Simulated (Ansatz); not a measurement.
# Ti3Sn: the cost of one run

Program: Ansatz 0.2.0. Level of theory: DFT PBEsol, scalar-relativistic, plane waves, PAW. These are calculated values, not measurements.

1 further run of the same task is left out (set aside as unsound or not needed). Runs told in other sessions of the task aren't counted.

### 1 The starting structure

Symmetry: Cmcm, No. 63, orthorhombic system. The conventional cell has a = 5.692 Å, b = 10.386 Å, c = 4.691 Å, α = 90.00°, β = 90.00°, γ = 90.00°. Ti (site symmetry m2m) is surrounded by 4 Sn at 2.85 Å and 8 Ti at 2.93 to 2.98 Å. Ti (site symmetry m) has 8 Ti at 2.75 to 2.98 Å and 4 Sn at 2.90 to 3.02 Å in its first shell of neighbours. Sn (site symmetry m2m) is surrounded by 12 Ti at 2.85 to 3.02 Å.

As a file:

```
Ti Sn
1.0
     2.84586   -5.19322    0.00000
     2.84586    5.19322    0.00000
     0.00000    0.00000    4.69134
Ti Sn
6 2
Direct
  0.17744 0.82256 0.75000
  0.82256 0.17744 0.25000
  0.16786 0.31462 0.75000
  0.31462 0.16786 0.25000
  0.83214 0.68538 0.25000
  0.68538 0.83214 0.75000
  0.66741 0.33259 0.75000
  0.33259 0.66741 0.25000
```

It goes back to an entry of the Materials Project, which need not be the stable form.

It is the result of an earlier relaxation at this level (volume 17.33 Å³/atom; gap on the mesh: none (metal)).

### 2 Bands, states and charges

Input file input.yaml:

```yaml
crystal:
  lattice:
    - [2.8458649472, -5.19321927, 0.0]
    - [2.8458649472, 5.19321927, 0.0]
    - [0.0, 0.0, 4.6913394526]
  atoms:
    - { symbol: Ti, position: [0.1774409785, 0.8225590215, 0.75] }
    - { symbol: Ti, position: [0.8225590215, 0.1774409785, 0.25] }
    - { symbol: Ti, position: [0.1678601682, 0.3146208536, 0.75] }
    - { symbol: Ti, position: [0.3146208536, 0.1678601682, 0.25] }
    - { symbol: Ti, position: [0.8321398318, 0.6853791464, 0.25] }
    - { symbol: Ti, position: [0.6853791464, 0.8321398318, 0.75] }
    - { symbol: Sn, position: [0.6674056831, 0.3325943169, 0.75] }
    - { symbol: Sn, position: [0.3325943169, 0.6674056831, 0.25] }
basis:
  ecutwfc: 420
kpoints:
  mp_grid: { grid: [8, 8, 8] }
  band_path:
    path:
      - [[0.0, 0.0, 0.0], [-0.5, 0.5, 0.0], [-0.32507499, 0.67492501, 0.0]]
      - [[0.32507499, 0.32507499, 0.0], [0.0, 0.0, 0.0], [0.0, 0.0, 0.5], [0.32507499, 0.32507499, 0.5]]
      - [[-0.32507499, 0.67492501, 0.5], [-0.5, 0.5, 0.5], [-0.5, 0.5, 0.0]]
      - [[0.0, 0.0, 0.0], [0.0, 0.5, 0.0], [0.0, 0.5, 0.5], [0.0, 0.0, 0.5], [-0.5, 0.5, 0.5]]
    npoints: 14
hamiltonian:
  xc: pbesol
scf:
  occupations: { method: gaussian, width: 0.1 }
  n_extra_bands: 20
output:
  forces: true
  stress: true
  eigenvalues: true
  populations: true
  dos: { projected: true, de: 0.02, nscf_kmesh: { grid: [12, 12, 12] } }
  bader: true
  write_density: true
  write_potential: true
  elf: true
  volumetric_format: npy
```

The run is started by

```sh
ansatz run input.yaml --threads 2 --pin off --max-ram 5120MiB --backend cpu --events-out ev --progress --plain --runs-dir out
```

What time and memory should one allow on 2 threads of Intel Xeon Platinum 8259CL at 2.50GHz (Skylake/Cascade Lake), shared host?

About 2.7 min, with a peak of 1.8 GiB.
